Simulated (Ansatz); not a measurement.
# ClFGeH2: the cost of one run

All numbers below are computed with Ansatz 0.2.0 (RKS PBE0/def2-SVP).

## Step 1: Starting point

Bond lengths: Ge1–H2 1.750 Å, Ge1–F3 1.880 Å, Ge1–H4 1.549 Å, Ge1–Cl5 2.218 Å. Angles: H2–Ge1–F3 41.0°, H2–Ge1–H4 122.5°, H2–Ge1–Cl5 122.5°, F3–Ge1–H4 122.9°, F3–Ge1–Cl5 122.9°, H4–Ge1–Cl5 109.5°.

Structure file:

```xyz
5

Ge    0.0000    0.0000    0.0000
H     0.9646    0.0000    1.4601
F     1.8114    0.0000    0.5034
H    -0.7300    1.2648   -0.5162
Cl   -1.0456   -1.8115   -0.7393
```

## Step 2: Pulling towards end A

Springs on the bonds that form and break draw the guess towards this end; the thresholds are loose.

The input, input.yaml:

```yaml
crystal:
  periodic: [false, false, false]
  atoms:
    - { symbol: Ge, position_ang: [0.0, 0.0, 0.0] }
    - { symbol: H, position_ang: [0.9646, 0.0, 1.4601] }
    - { symbol: F, position_ang: [1.8114, 0.0, 0.5034] }
    - { symbol: H, position_ang: [-0.73, 1.2648, -0.5162] }
    - { symbol: Cl, position_ang: [-1.0456, -1.8115, -0.7393] }
basis:
  gaussian: { orbitals: def2-SVP }
hamiltonian:
  xc: pbe0
relax:
  f_tol: 0.15
  max_steps: 25
  restrain:
    - { distance: [1, 2], at: 2.12, k: 30.0 }
    - { distance: [0, 1], at: 1.55, k: 30.0 }
    - { distance: [0, 2], at: 1.68, k: 30.0 }
```

On the command line:

```sh
$ ansatz run input.yaml --threads 1 --pin off --max-ram 2048MiB --backend cpu --events-out ev --progress --plain --runs-dir out
```

Q: Estimate wall time and peak memory on 1 thread of Intel Xeon Platinum 8488C (Sapphire Rapids), shared host.

About 13 s, with a peak of 0.17 GiB.
